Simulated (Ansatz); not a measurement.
**ReOs: one contact scaled**

An exercise on one series of results from a longer session: the logs are not shown, and one member is left open.

Computed with Ansatz 0.2.0 (DFT LDA, with the methods named in each step, unless a step's input says otherwise).

5 further runs of the same task are left out: 4 that didn't finish, 1 set aside as unsound or not needed.

## The starting structure

Symmetry: P-6m2, No. 187, hexagonal system. The conventional cell has a = 2.757 Å, b = 2.757 Å, c = 4.382 Å, α = 90.00°, β = 90.00°, γ = 120.00°. Re (site symmetry -6m2) is surrounded by 6 Os at 2.71 Å and 6 Re at 2.76 Å. Os (site symmetry -6m2) has 6 Re at 2.71 Å and 6 Os at 2.76 Å as nearest neighbours.

Coordinates:

```cif
data_structure
_symmetry_space_group_name_H-M 'P-6m2'
_symmetry_Int_Tables_number 187
_cell_length_a 2.7573
_cell_length_b 2.7573
_cell_length_c 4.3824
_cell_angle_alpha 90.000
_cell_angle_beta 90.000
_cell_angle_gamma 120.000
_cell_volume 28.86
loop_
_atom_site_label
_atom_site_type_symbol
_atom_site_symmetry_multiplicity
_atom_site_Wyckoff_symbol
_atom_site_fract_x
_atom_site_fract_y
_atom_site_fract_z
_atom_site_occupancy
Re1 Re 1 f 0.66667 0.33333 0.50000 1
Os1 Os 1 a 0.00000 0.00000 0.00000 1
```

The file gives the conventional cell by its symmetry; the runs use the cell typed in the input.

Atoms are numbered in the order of the input: Re1, Os2.

The first run:

The input, input.yaml:

```yaml
crystal:
  lattice:
    - [2.7573303527, 0.0, 0.0]
    - [-1.3786651764, 2.3879181321, 0.0]
    - [0.0, 0.0, 4.38242818]
  atoms:
    - { symbol: Re, position: [0.6666666667, 0.3333333333, 0.5] }
    - { symbol: Os, position: [0.0, 0.0, 0.0] }
kpoints:
  mp_grid: { grid: [12, 12, 7] }
scf:
  occupations: { method: fermi_dirac, width: 0.05 }
hamiltonian:
  xc: lda
  pseudopotentials: { kind: paw }
output:
  forces: true
  stress: true
  eigenvalues: true
  efg: { contact_densities: true }
  populations: true
```

Started as:

```sh
> ansatz run input.yaml --threads 1 --pin off --max-ram 2048MiB --backend cpu --events-out ev --progress --plain --runs-dir out
```

Among the steps run: Shortest bond scaled by 1, PAW; Shortest bond scaled by 0.76, PAW; Shortest bond scaled by 0.7, PAW; Shortest bond scaled by 0.64, PAW; Shortest bond scaled by 0.58, PAW; Shortest bond scaled by 0.58, PAW (level accurate).

One of the session's tables, all rows but one given; the rest of the session is left out.

```
              method  length (Å)  F from the given length (eV/cell)  force along the bond (eV/Å)  pressure (GPa)  largest force (eV/Å)
                 PAW       1.571                             23.886                       98.764          359.20                98.930
                 PAW       1.733                             12.479                       48.477          209.44                48.741
                 PAW       1.896                              6.648                       26.041          120.91                26.499
                 PAW       2.058                                  ?                            ?               ?                     ?
                 PAW       2.708                              0.000                        0.000          -12.73                 0.000
PAW (level accurate)       1.571                                  –                       94.497          347.28                94.674
```

Estimate the missing values for PAW, 2.058.

The run gave: F from the given length (eV/cell): 3.421; force along the bond (eV/Å): 14.903; pressure (GPa): 63.91; largest force (eV/Å): 15.397.

Caveats from the session: Warnings in the runs' records: gradients without spin orbit, pseudo functional mismatch.
